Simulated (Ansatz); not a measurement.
**CH4FGeN: a ladder of functionals and wavefunction methods**

The task here is to estimate one member of a computed series from the others.

The runs use Ansatz 0.2.0, Gaussian basis; functionals in def2-TZVPP, the program's frozen cores in correlated methods.

Plan: LDA (SPW92), PBE-D4, revPBE-D4, BLYP-D4, r2SCAN-D4, B97M-V, PBE0-D4, B3LYP-D4, r2SCANh-D4, r2SCAN0-D4, HSE06-D4, BHLYP-D4, CAM-B3LYP-D4, LC-ωPBE, ωB97X-V, ωB97M-V, B2PLYP, PBE-QIDH; CCSD(T)/def2-SVP; CCSD(T)/def2-TZVPP; MP2/def2-QZVPP; extrapolation to the limit; RPA on PBE.

### Structure used throughout

An earlier PBE0-D4 in a triple-zeta def2 set relaxation fixed the geometry.

SMILES `[F][GeH]1[CH2][NH]1`, 8 atoms, charge 0, spin multiplicity 1.

Atoms are counted from 1 here; the program's logs count them from 0.

Bond lengths: F1–Ge2 1.739 Å, Ge2–C3 1.899 Å, Ge2–N4 1.837 Å, Ge2–H5 1.517 Å, C3–N4 1.502 Å, C3–H6 1.086 Å, C3–H7 1.089 Å, N4–H8 1.013 Å. Angles: F1–Ge2–C3 114.7°, F1–Ge2–N4 116.0°, F1–Ge2–H5 107.9°, C3–Ge2–N4 47.4°, C3–Ge2–H5 135.7°, N4–Ge2–H5 120.8°, Ge2–C3–N4 64.1°, Ge2–C3–H6 123.3°, Ge2–C3–H7 115.3°, N4–C3–H6 114.5°, N4–C3–H7 117.8°, H6–C3–H7 113.3°, Ge2–N4–C3 68.5°, Ge2–N4–H8 119.6°, C3–N4–H8 113.4°.

The first run:

in.yaml

```yaml
crystal:
  periodic: [false, false, false]
  atoms:
    - {symbol: F, position_ang: [-1.934117, 1.105072, -0.278516]}
    - {symbol: Ge, position_ang: [-0.329440, 0.607479, -0.726095]}
    - {symbol: C, position_ang: [0.719718, -0.072554, 0.703163]}
    - {symbol: N, position_ang: [0.149687, -1.096754, -0.236419]}
    - {symbol: H, position_ang: [-0.055138, 1.119588, -2.127361]}
    - {symbol: H, position_ang: [1.805179, -0.030993, 0.719482]}
    - {symbol: H, position_ang: [0.271070, 0.014436, 1.691551]}
    - {symbol: H, position_ang: [-0.534759, -1.703273, 0.198294]}
basis:
  gaussian: {orbitals: def2-TZVPP}
hamiltonian: {xc: lda}
output: {orbitals: {seedname: orbitals}}
```

On the command line:

```bash
> ansatz run in.yaml --threads 2 --pin off --events-out ev --progress --plain --max-ram 4352MiB
```

Steps of the session up to this table: LDA; PBE-D4 (GGA); revPBE-D4 (GGA); BLYP-D4 (GGA); r2SCAN-D4 (meta-GGA); B97M-V (meta-GGA); PBE0-D4 (hybrid); B3LYP-D4 (hybrid); r2SCANh-D4 (hybrid); r2SCAN0-D4 (hybrid); HSE06-D4 (hybrid); BHLYP-D4 (hybrid); CAM-B3LYP-D4 (range-separated); LC-ωPBE (range-separated); ωB97X-V (range-separated); ωB97M-V (range-separated); B2PLYP (double hybrid); PBE-QIDH (double hybrid).

One table of the session follows, with a row left open; its other results are not shown here.

It belongs to the step «Orbital energies across the functionals». 

| functional | HOMO (eV) | gap (eV) |
| --- | --- | --- |
| LDA (SPW92) | -5.74 | 4.23 |
| PBE-D4 | -5.56 | 4.29 |
| revPBE-D4 | -5.49 | 4.32 |
| BLYP-D4 | -5.43 | 4.18 |
| r2SCAN-D4 | -5.80 | 4.81 |
| B97M-V | -5.83 | 4.78 |
| PBE0-D4 | -6.81 | 6.51 |
| B3LYP-D4 | -6.60 | 5.96 |
| r2SCANh-D4 | -6.27 | 5.63 |
| r2SCAN0-D4 | -6.98 | 6.84 |
| HSE06-D4 | -6.41 | 5.73 |
| BHLYP-D4 | -7.95 | 8.55 |
| CAM-B3LYP-D4 | -8.17 | 8.85 |
| LC-ωPBE | ? | ? |
| ωB97X-V | -9.14 | 10.97 |
| ωB97M-V | -9.05 | 10.66 |

Q: Estimate the row for LC-ωPBE from the others.

As computed: HOMO (eV): -9.50; gap (eV): 11.45. In the column «HOMO (eV)» it is the lowest.
